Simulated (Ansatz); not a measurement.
**C7H13NO: basis-set convergence**

The task here is to estimate one member of a computed series from the others.

Program: Ansatz 0.2.0, Gaussian basis. Level of theory: one geometry, several basis sets. These are calculated values, not measurements.

The runs, in order: PBE0-D4/def2-SVP; ωB97M-V/def2-SVP; PBE0-D4/def2-QZVPP; ωB97M-V/def2-QZVPP; the functionals' def2-TZVPP values are taken from earlier runs.

## Structure used throughout

An earlier PBE0-D4 in a triple-zeta def2 set relaxation fixed the geometry.

SMILES `CN/C=C/C(=O)C(C)C`, 22 atoms, charge 0, spin multiplicity 1.

Atoms are counted from 1 here; the program's logs count them from 0.

Bond lengths: C1–N2 1.439 Å, C1–H10 1.091 Å, C1–H11 1.091 Å, C1–H12 1.097 Å, N2–C3 1.350 Å, N2–H13 1.007 Å, C3–C4 1.350 Å, C3–H14 1.086 Å, C4–C5 1.451 Å, C4–H15 1.087 Å, C5–O6 1.220 Å, C5–C7 1.527 Å, C7–C8 1.528 Å, C7–C9 1.520 Å, C7–H16 1.095 Å, C8–H17 1.093 Å, C8–H18 1.093 Å, C8–H19 1.093 Å and more. Angles: N2–C1–H10 109.3°, N2–C1–H11 110.1°, N2–C1–H12 112.9°, H10–C1–H11 107.7°, H10–C1–H12 108.2°, H11–C1–H12 108.5°, C1–N2–C3 123.0°, C1–N2–H13 117.1°, C3–N2–H13 116.9°, N2–C3–C4 125.9°, N2–C3–H14 113.6°, C4–C3–H14 120.5°, C3–C4–C5 125.4°, C3–C4–H15 120.0°, C5–C4–H15 114.6°, C4–C5–O6 120.2°, C4–C5–C7 120.3°, O6–C5–C7 119.4° and more.

As a file:

```
C    -2.4540   -2.6535    0.8677
N    -2.0973   -1.3144    1.2547
C    -1.1567   -0.5904    0.6125
C    -0.9545    0.7385    0.7414
C     0.1092    1.4926    0.1056
O     0.2088    2.6935    0.2949
C     1.1429    0.7815   -0.7643
C     2.3269    0.3860    0.1171
C     1.5832    1.6793   -1.9086
H    -1.5667   -3.1704    0.4983
H    -2.8255   -3.2071    1.7316
H    -3.2186   -2.6820    0.0815
H    -2.7658   -0.8034    1.8077
H    -0.5155   -1.1847   -0.0317
H    -1.6075    1.3283    1.3793
H     0.7046   -0.1284   -1.1860
H     2.7779    1.2782    0.5582
H     2.0234   -0.2756    0.9319
H     3.0913   -0.1259   -0.4731
H     1.9827    2.6163   -1.5189
H     2.3556    1.1869   -2.5048
H     0.7465    1.9247   -2.5664
```

Set-up of the first run:

in.yaml reads:

```yaml
crystal:
  periodic: [false, false, false]
  atoms:
    - {symbol: C, position_ang: [-2.453997, -2.653464, 0.867650]}
    - {symbol: N, position_ang: [-2.097260, -1.314407, 1.254661]}
    - {symbol: C, position_ang: [-1.156664, -0.590354, 0.612549]}
    - {symbol: C, position_ang: [-0.954519, 0.738496, 0.741407]}
    - {symbol: C, position_ang: [0.109151, 1.492645, 0.105611]}
    - {symbol: O, position_ang: [0.208758, 2.693490, 0.294867]}
    - {symbol: C, position_ang: [1.142887, 0.781540, -0.764280]}
    - {symbol: C, position_ang: [2.326946, 0.386024, 0.117094]}
    - {symbol: C, position_ang: [1.583190, 1.679256, -1.908583]}
    - {symbol: H, position_ang: [-1.566741, -3.170403, 0.498279]}
    - {symbol: H, position_ang: [-2.825503, -3.207120, 1.731612]}
    - {symbol: H, position_ang: [-3.218612, -2.682010, 0.081528]}
    - {symbol: H, position_ang: [-2.765773, -0.803401, 1.807719]}
    - {symbol: H, position_ang: [-0.515544, -1.184708, -0.031674]}
    - {symbol: H, position_ang: [-1.607480, 1.328274, 1.379284]}
    - {symbol: H, position_ang: [0.704630, -0.128425, -1.185985]}
    - {symbol: H, position_ang: [2.777873, 1.278169, 0.558214]}
    - {symbol: H, position_ang: [2.023429, -0.275615, 0.931881]}
    - {symbol: H, position_ang: [3.091257, -0.125898, -0.473068]}
    - {symbol: H, position_ang: [1.982676, 2.616310, -1.518937]}
    - {symbol: H, position_ang: [2.355593, 1.186940, -2.504794]}
    - {symbol: H, position_ang: [0.746499, 1.924659, -2.566437]}
basis:
  gaussian: {orbitals: def2-SVP}
hamiltonian: {xc: pbe0, dispersion: d4}
output: {orbitals: {seedname: orbitals}}
```

Run with:

```console
> ansatz run in.yaml --threads 4 --pin off --events-out ev --progress --plain --max-ram 63488MiB --backend cpu
```

Among the steps run: PBE0-D4 in def2-SVP; ωB97M-V in def2-SVP; PBE0-D4 in def2-QZVPP; ωB97M-V in def2-QZVPP.

One table of the session follows, with a row left open; its other results are not shown here.

It belongs to the step «Density functionals: the series». 

```
functional       basis  HOMO (eV)
   PBE0-D4    def2-SVP      -6.12
   PBE0-D4  def2-TZVPP      -6.24
   PBE0-D4  def2-QZVPP      -6.27
   ωB97M-V    def2-SVP      -8.17
   ωB97M-V  def2-TZVPP      -8.32
   ωB97M-V  def2-QZVPP          ?
```

Q: Estimate the row for ωB97M-V, def2-QZVPP from the others.

The run gave: HOMO (eV): -8.34. In the column «HOMO (eV)» it is the lowest.
